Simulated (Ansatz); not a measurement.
# Sr2Si3Ni: the cost of one run

Computed with Ansatz 0.2.0 (DFT r2SCAN, scalar-relativistic, plane waves, PAW, unless a step's input says otherwise).

### Step 1. The starting structure

The structure is hexagonal, space group P-6m2 (No. 187). The conventional cell has a = 4.083 Å, b = 4.083 Å, c = 9.330 Å, α = 90.00°, β = 90.00°, γ = 120.00°. Around Sr (site symmetry 3m) lie 3 Ni at 3.25 Å and 9 Si at 3.25 to 3.39 Å. Si (site symmetry -6m2) is surrounded by 3 Si at 2.36 Å and 6 Sr at 3.39 Å. Around Si (site symmetry -6m2) lie 3 Ni at 2.36 Å and 6 Sr at 3.25 Å. Ni (site symmetry -6m2) has 3 Si at 2.36 Å in its first shell of neighbours.

Structure file:

```xyz
6
Lattice="4.0826 0.0000 0.0000 -2.0413 3.5357 0.0000 0.0000 0.0000 9.3301" Properties=species:S:1:pos:R:3 pbc="T T T"
Sr    0.0000    2.3571    2.2310
Sr    0.0000    2.3571    7.0991
Si    2.0413    1.1786    4.6651
Si    0.0000    0.0000    0.0000
Si    0.0000    0.0000    4.6651
Ni    2.0413    1.1786    0.0000
```

The structure comes from the Materials Project (structure only).

### Step 2. The base run

File input.yaml:

```yaml
crystal:
  lattice:
    - [4.0826252811, 0.0, 0.0]
    - [-2.0413126405, 3.5356572075, 0.0]
    - [0.0, 0.0, 9.330108]
  atoms:
    - { symbol: Sr, position: [0.33333333, 0.66666667, 0.239123] }
    - { symbol: Sr, position: [0.33333333, 0.66666667, 0.760877] }
    - { symbol: Si, position: [0.66666667, 0.33333333, 0.5] }
    - { symbol: Si, position: [0.0, 0.0, 0.0] }
    - { symbol: Si, position: [0.0, 0.0, 0.5] }
    - { symbol: Ni, position: [0.66666667, 0.33333333, 0.0] }
basis:
  ecutwfc: 500
  fft_grid_basis: typed
kpoints:
  mp_grid: { grid: [9, 9, 4] }
hamiltonian:
  xc: r2scan
  pseudopotentials: { kind: paw }
scf:
  occupations: { method: gaussian, width: 0.05 }
output:
  forces: true
  stress: true
  eigenvalues: true
  bader: true
  write_density: true
  volumetric_format: npy
  elf: true
```

Started as:

```
> ansatz run input.yaml --threads 2 --pin off --max-ram 4096MiB --backend cpu --events-out ev --progress --plain --runs-dir out
```

**Question.** How long does this run take on 2 threads of Arm Neoverse V1, shared host, and how much memory does it need?

About 69 s, with a peak of 0.65 GiB.
